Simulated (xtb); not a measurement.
# Si2H3SeF (SMILES F[SiH]1[SiH2][Se]1): GFN2-xTB

Wanted: a geometry optimisation of Si2H3SeF. 

The results are computed with xtb 6.7.1.

5 further runs of the same task are left out: 1 for a known fault of the program, 1 that didn't finish, 3 set aside as unsound or not needed.

## (1) The structure to begin with

Si2H3SeF has 7 atoms, charge 0, and is taken as a singlet. SMILES: `F[SiH]1[SiH2][Se]1`. Geometry: a rough force-field guess. The run starts from this shape.

Bond lengths: F1–Si2 1.712 Å, Si2–Si3 2.172 Å, Si2–Se4 2.343 Å, Si3–Se4 2.251 Å, Si2–H5 1.463 Å, Si3–H6 1.495 Å, Si3–H7 1.506 Å. Some angles: F1–Si2–Si3 111.7°, F1–Si2–Se4 111.4°, Si3–Si2–Se4 59.7°, Si2–Si3–Se4 63.9°, Si2–Se4–Si3 56.4°, F1–Si2–H5 123.1°, Si3–Si2–H5 118.8°, Se4–Si2–H5 115.4°, Si2–Si3–H6 115.9°, Si2–Si3–H7 116.2°.

## (2) A structure relaxation at GFN2-xTB

File start.xyz:

```xyz
7
start
F     -1.58340    -1.67540     0.38680
Si    -1.08800    -0.10110    -0.06820
Si     1.04360     0.18760     0.23250
Se     0.38190    -0.15930    -1.89130
H     -1.97160     1.06330    -0.01040
H      1.48140     1.59440     0.48810
H      1.79740    -0.97760     0.81680
```

On the command line:

```
$ xtb start.xyz --json --gfn 2 -u 0 --opt > run.log 2> xtb.err
```

Q: Predict the results. Wanted: total energy at the end; dipole moment; HOMO energy; LUMO energy; HOMO–LUMO gap; dispersion energy; mean polarisability.

**Answer.** As computed:

Level: GFN2-xTB.

| quantity | value |
| --- | --- |
| total energy at the end | -12.96068 Eh |
| dipole moment | 5.26 D |
| HOMO energy | -10.07 eV |
| LUMO energy | -7.19 eV |
| HOMO–LUMO gap | 2.87 eV |
| dispersion energy | -13.03 kJ/mol |
| mean polarisability (D4 model) | 80.3 bohr³ |

In words: At the final geometry: Bond lengths: F1–Si2 1.615 Å, Si2–Si3 2.282 Å, Si2–Se4 2.429 Å, Si3–Se4 2.289 Å, Si2–H5 1.447 Å, Si3–H6 1.457 Å, Si3–H7 1.459 Å. Some angles: F1–Si2–Si3 116.7°, F1–Si2–Se4 109.7°, Si3–Si2–Se4 58.0°, Si2–Si3–Se4 64.2°, Si2–Se4–Si3 57.8°, F1–Si2–H5 102.2°, Si3–Si2–H5 141.2°, Se4–Si2–H5 108.8°, Si2–Si3–H6 117.4°, Si2–Si3–H7 119.1°. The optimisation took 14 steps and changed the energy by -0.554 eV. Mulliken charges run from -0.55 on Se4 to +0.49 on Si2.
